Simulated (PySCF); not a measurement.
# C6H14OSi: the cost of one run

Computed with PySCF 2.14.0, with density-fitted response routines of our own, on a single molecule, in the gas phase or a continuum. Atoms count from 0, in the outputs and in this text.

### 1 The molecule as given

22 atoms, charge 0, multiplicity 1; geometry from: GFN2-xTB. The atoms were then displaced at random by about 0.01 Å, so the start is not that level's minimum.

Bonds of the start (Å): C0–O1 1.43, O1–C2 1.43, C2–C3 1.52, C3–C4 1.56, C4–C5 1.53, C5–C6 1.51, C5–Si7 1.93, Si7–C2 1.89, C0–H8 1.07, C0–H9 1.07, C0–H10 1.11, C2–H11 1.12, C3–H12 1.08, C3–H13 1.08, C4–H14 1.10, C4–H15 1.07, C5–H16 1.09, C6–H17 1.10, C6–H18 1.10, C6–H19 1.10, Si7–H20 1.47, Si7–H21 1.46.

### 2 Geometry optimisation at PBE0-D3(BJ)/def2-SVP

Job settings and geometry (Å):

```
{"job": {"xc": "PBE0", "basis": "def2-SVP", "d3": "d3bj", "grid": 1, "shake": 0.01, "kind": "geom"}, "charge": 0, "multiplicity": 1}
C      3.388360     0.050340     0.178400
O      2.243290     0.484080    -0.569320
C      1.005920     0.442140     0.139160
C      0.562650    -0.975360     0.449800
C     -0.985870    -0.921370     0.626730
C     -1.604430    -0.183800    -0.568720
C     -3.025270     0.246110    -0.292290
Si    -0.335320     1.220020    -0.948490
H      3.327340    -0.987900     0.432510
H      4.240100     0.270090    -0.433660
H      3.441570     0.639920     1.119810
H      1.155880     0.990680     1.104470
H      0.742000    -1.601690    -0.413080
H      0.993890    -1.396740     1.346110
H     -1.210570    -0.362590     1.547560
H     -1.401980    -1.902690     0.761840
H     -1.618880    -0.877590    -1.410440
H     -3.080070     0.958190     0.541710
H     -3.660690    -0.616410    -0.035800
H     -3.484200     0.739200    -1.164140
H     -0.812500     2.516460    -0.444740
H      0.053710     1.273280    -2.354740
```

Launch:

```console
$ OMP_NUM_THREADS=1 python probes_run.py task.json out
```

The driver reads the jobs from task.json and runs them one after another.

Q: Estimate the wall time and peak memory of this first job on 1 thread of Arm Neoverse V1, shared host.

About 1.9 min, with a peak of 0.87 GiB.
